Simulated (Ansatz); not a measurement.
**CH₆AlFOSi: a ladder of functionals and wavefunction methods**

The task here is to estimate one member of a computed series from the others.

Computed with Ansatz 0.2.0, Gaussian basis. Level: functionals in def2-TZVPP, the program's frozen cores in correlated methods.

Plan: PBE-D4, r2SCAN-D4, PBE0-D4, B3LYP-D4, ωB97X-V, ωB97M-V, B2PLYP; CCSD(T)/def2-TZVPP; MP2/def2-QZVPP; extrapolation to the limit.

**Structure used throughout**

All runs share one geometry, relaxed beforehand with PBE0-D4 in a triple-zeta def2 set.

SMILES `C[SiH](F)[O][AlH2]`, 11 atoms, charge 0, spin multiplicity 1.

Atoms are counted from 1 here; the program's logs count them from 0.

Bond lengths: C1–Si2 1.848 Å, C1–H6 1.093 Å, C1–H7 1.093 Å, C1–H8 1.093 Å, Si2–F3 1.602 Å, Si2–O4 1.613 Å, Si2–H9 1.483 Å, O4–Al5 1.687 Å, Al5–H10 1.578 Å, Al5–H11 1.579 Å. Angles: Si2–C1–H6 110.5°, Si2–C1–H7 110.8°, Si2–C1–H8 110.9°, H6–C1–H7 108.2°, H6–C1–H8 108.2°, H7–C1–H8 108.1°, C1–Si2–F3 108.1°, C1–Si2–O4 111.3°, C1–Si2–H9 112.8°, F3–Si2–O4 109.0°, F3–Si2–H9 106.2°, O4–Si2–H9 109.3°, Si2–O4–Al5 167.9°, O4–Al5–H10 118.7°, O4–Al5–H11 117.0°, H10–Al5–H11 124.3°.

As a file:

```xyz
11

C    -1.1584   -0.2256    1.4944
Si   -0.4191    0.8271    0.1672
F     0.5083    1.9306    0.8652
O     0.4805   -0.0503   -0.8443
Al    1.6697   -0.7223   -1.8341
H    -1.8131   -0.9858    1.0608
H    -1.7501    0.3799    2.1852
H    -0.3788   -0.7328    2.0683
H    -1.4387    1.5742   -0.6077
H     3.1282   -0.1216   -1.7811
H     1.2368   -1.9302   -2.7535
```

The first run:

Contents of in.yaml:

```yaml
crystal:
  periodic: [false, false, false]
  atoms:
    - {symbol: C, position_ang: [-1.158450, -0.225650, 1.494404]}
    - {symbol: Si, position_ang: [-0.419102, 0.827054, 0.167246]}
    - {symbol: F, position_ang: [0.508255, 1.930608, 0.865185]}
    - {symbol: O, position_ang: [0.480540, -0.050252, -0.844311]}
    - {symbol: Al, position_ang: [1.669677, -0.722300, -1.834066]}
    - {symbol: H, position_ang: [-1.813051, -0.985844, 1.060827]}
    - {symbol: H, position_ang: [-1.750118, 0.379897, 2.185228]}
    - {symbol: H, position_ang: [-0.378799, -0.732762, 2.068340]}
    - {symbol: H, position_ang: [-1.438718, 1.574151, -0.607678]}
    - {symbol: H, position_ang: [3.128226, -0.121554, -1.781050]}
    - {symbol: H, position_ang: [1.236839, -1.930247, -2.753525]}
basis:
  gaussian: {orbitals: def2-TZVPP}
hamiltonian: {xc: pbe, dispersion: d4}
output: {forces: true, orbitals: {seedname: orbitals}}
```

Command:

```sh
$ ansatz run in.yaml --threads 4 --pin off --events-out ev --progress --plain --max-ram 10444MiB
```

Among the steps run: PBE-D4 (GGA); r2SCAN-D4 (meta-GGA); PBE0-D4 (hybrid); B3LYP-D4 (hybrid); ωB97X-V (range-separated); ωB97M-V (range-separated); B2PLYP (double hybrid); CCSD(T) in def2-TZVPP; MP2 in def2-QZVPP.

One of the session's tables, all rows but one given; the rest of the session is left out.

It belongs to the step «Atomisation energies». 

| method | atomisation energy (kJ/mol) |
| --- | --- |
| PBE-D4 | 4060.9 |
| r2SCAN-D4 | 4074.3 |
| PBE0-D4 | 4014.0 |
| B3LYP-D4 | 4053.0 |
| ωB97X-V | 4082.1 |
| ωB97M-V | 4077.8 |
| B2PLYP | 4027.6 |
| HF/def2-TZVPP | 3099.9 |
| MP2/def2-TZVPP | 4050.3 |
| CCSD/def2-TZVPP | ? |
| CCSD(T)/def2-TZVPP | 3980.5 |
| MP2/CBS | 4157.9 |
| CCSD(T)/CBS | 4088.1 |

Q: Estimate the row for CCSD/def2-TZVPP from the others.

The run gave: atomisation energy (kJ/mol): 3936.3. In the column «atomisation energy (kJ/mol)» it lies between HF/def2-TZVPP (3099.9) and CCSD(T)/def2-TZVPP (3980.5).

To keep in mind: Free atoms (1 C, 1 Si, 1 F, 1 O, 1 Al, 6 H) were run apart at each level; the atomisation energy is their sum less the molecule, without zero-point or spin-orbit terms.
